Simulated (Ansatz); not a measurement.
# C3H10BN: the cost of one run

The runs use Ansatz 0.2.0, Gaussian basis; the settings change from run to run.

## 1. The relaxed structure

An earlier PBE0-D4 in a triple-zeta def2 set relaxation fixed the geometry.

15 atoms, charge 0, spin multiplicity 1.

Atoms are counted from 1 here; the program's logs count them from 0.

Bond lengths: C1–B2 1.555 Å, C1–H6 1.100 Å, C1–H7 1.091 Å, C1–H8 1.094 Å, B2–C3 1.562 Å, B2–H9 1.204 Å, C3–N4 1.451 Å, C3–H10 1.109 Å, C3–H11 1.104 Å, N4–C5 1.446 Å, N4–H12 1.012 Å, C5–H13 1.104 Å, C5–H14 1.092 Å, C5–H15 1.093 Å. Angles: B2–C1–H6 107.5°, B2–C1–H7 114.1°, B2–C1–H8 112.0°, H6–C1–H7 108.0°, H6–C1–H8 104.7°, H7–C1–H8 110.0°, C1–B2–C3 124.7°, C1–B2–H9 119.3°, C3–B2–H9 115.9°, B2–C3–N4 117.2°, B2–C3–H10 109.9°, B2–C3–H11 102.4°, N4–C3–H10 113.3°, N4–C3–H11 109.0°, H10–C3–H11 103.7°, C3–N4–C5 112.6°, C3–N4–H12 110.0°, C5–N4–H12 109.1° and more.

## 2. B97M-V/cc-pVTZ

The input, in.yaml:

```yaml
crystal:
  periodic: [false, false, false]
  atoms:
    - {symbol: C, position_ang: [-1.602298, -0.264705, 1.077780]}
    - {symbol: B, position_ang: [-0.077889, -0.375962, 1.361351]}
    - {symbol: C, position_ang: [1.021324, -0.544928, 0.264395]}
    - {symbol: N, position_ang: [0.599007, -0.435453, -1.119566]}
    - {symbol: C, position_ang: [0.344223, 0.931153, -1.515893]}
    - {symbol: H, position_ang: [-1.903685, 0.771858, 1.290389]}
    - {symbol: H, position_ang: [-1.881613, -0.493440, 0.047915]}
    - {symbol: H, position_ang: [-2.192795, -0.873164, 1.769485]}
    - {symbol: H, position_ang: [0.312928, -0.363649, 2.500125]}
    - {symbol: H, position_ang: [1.896644, 0.090488, 0.507451]}
    - {symbol: H, position_ang: [1.383880, -1.571171, 0.449183]}
    - {symbol: H, position_ang: [1.303601, -0.830073, -1.728660]}
    - {symbol: H, position_ang: [1.194314, 1.612479, -1.337160]}
    - {symbol: H, position_ang: [0.091432, 0.970774, -2.577447]}
    - {symbol: H, position_ang: [-0.510975, 1.324996, -0.960047]}
basis:
  gaussian: {orbitals: cc-pVTZ}
hamiltonian: {xc: {name: B97M-V}}
```

Run with:

```sh
ansatz run in.yaml --threads 4 --pin off --events-out ev --progress --plain --max-ram 10444MiB
```

**Question.** How long does this run take on 4 threads of Arm Neoverse V1, shared host, and how much memory does it need?

About 10 s, with a peak of 0.48 GiB.
